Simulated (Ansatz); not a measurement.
# Bi2Pd: the cost of one run

Program: Ansatz 0.2.0. Level of theory: DFT PBEsol, scalar-relativistic. These are calculated values, not measurements.

### 1 Starting point

The structure is tetragonal, space group I4/mmm (No. 139). The conventional cell has a = 3.362 Å, b = 3.362 Å, c = 12.983 Å, α = 90.00°, β = 90.00°, γ = 90.00°. Bi (site symmetry 4mm) has 4 Pd at 2.97 Å and 4 Bi at 3.36 Å in its first shell of neighbours. Around Pd (site symmetry 4/mmm) lie 8 Bi at 2.97 Å and 4 Pd at 3.36 Å.

Coordinates:

```
Bi Pd
1.0
    -1.68100    1.68100    6.49150
     1.68100   -1.68100    6.49150
     1.68100    1.68100   -6.49150
Bi Pd
2 1
Direct
  0.36300 0.36300 0.00000
  0.63700 0.63700 0.00000
  0.00000 0.00000 0.00000
```

Atoms are numbered in the order of the input: Bi1, Bi2, Pd3.

### 2 The deformed structure

Space group I4/mmm before, I4/mmm after.

### 3 LAPW, all electrons

Contents of input.yaml:

```yaml
crystal:
  lattice:
    - [-1.69781, 1.69781, 6.4915]
    - [1.69781, -1.69781, 6.4915]
    - [1.69781, 1.69781, -6.4915]
  atoms:
    - { symbol: Bi, position: [0.363, 0.363, 0.0] }
    - { symbol: Bi, position: [0.637, 0.637, 0.0] }
    - { symbol: Pd, position: [0.0, 0.0, 0.0] }
kpoints:
  mp_grid: { grid: [15, 15, 15] }
  band_path:
    path:
      - [0.0, 0.0, 0.0]
      - [0.0, 0.0, 0.5]
      - [0.25, 0.25, 0.25]
      - [0.0, 0.5, 0.0]
      - [0.0, 0.0, 0.0]
      - [0.5, 0.5, -0.5]
      - [0.267101258, 0.732898742, -0.267101258]
      - [-0.267101258, 0.267101258, 0.267101258]
      - [0.0, 0.0, 0.0]
    npoints: 5
scf:
  occupations: { method: fermi_dirac, width: 0.08 }
hamiltonian:
  xc: pbesol
  pseudopotentials: { kind: all_electron, lapw: { basis_error: 0.001 } }
output:
  forces: true
  stress: true
  eigenvalues: true
```

Started as:

```bash
$ ansatz run input.yaml --threads 1 --pin off --max-ram 4096MiB --backend cpu --events-out ev --progress --plain --runs-dir out
```

**Question.** How long does this run take on 1 thread of AMD EPYC 9R45 (Zen 5), shared host, and how much memory does it need?

About 64 s, with a peak of 1.9 GiB.
